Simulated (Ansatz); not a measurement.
Crystal: GaSn3.

```xyz
4
Lattice="-2.2724 2.2724 4.9107 2.2724 -2.2724 4.9107 2.2724 2.2724 -4.9107" Properties=species:S:1:pos:R:3 pbc="T T T"
Sn    0.0000    0.0000    4.9107
Sn    2.2724    0.0000    2.4554
Sn    0.0000    2.2724    2.4554
Ga    0.0000    0.0000    0.0000
```

The cell comes from a database or a generator and needn't be the stable form of this composition.

| Item | Value |
| --- | --- |
| Program | Ansatz 0.2.0 |
| Task | relaxation of cell and atoms |
| Functional | RPBE |
| Potentials or basis | Ansatz PAW |
| Cutoff | 420 eV (not typed: the program's choice for these potentials) |
| k mesh | 8 × 8 × 8 |
| Occupations | fermi-dirac, width 0.05 eV |
| Spin | no spin polarisation |

At the start: volume 25.36 Å³/atom.

**Question.** Where does the relaxation end?

**Answer.** It ends after 8 steps and the volume is 26.95 Å³/atom (+6.3 %); space group I4/mmm (No. 139, to 0.05 Å).

Step by step:
```
step  energy change (eV)  largest force (eV/Å)  volume (Å³)
   1              0.0000                0.0000       101.43
   2             -0.0566                0.0000       109.10
   3             -0.0613                0.0000       108.40
   4             -0.0702                0.0000       108.36
   5             -0.1057                0.0000       107.70
   6             -0.1165                0.0000       107.10
   7             -0.1209                0.0000       107.79
   8             -0.1225                0.0000       107.79
```

Final structure:
```
CELL_PARAMETERS angstrom
-2.43980 2.43980 4.52692
2.43980 -2.43980 4.52692
2.43980 2.43980 -4.52692
ATOMIC_POSITIONS crystal
Sn 0.50000 0.50000 0.00000
Sn 0.25000 0.75000 0.50000
Sn 0.75000 0.25000 0.50000
Ga 0.00000 0.00000 0.00000
```

Caveat: the plane-wave basis is chosen anew once the cell has moved, so the energies of steps on either side of that aren't comparable; the PAW data sets come from PBE, with cores solved anew for the run's functional, which leaves a small shift of forces and pressure.
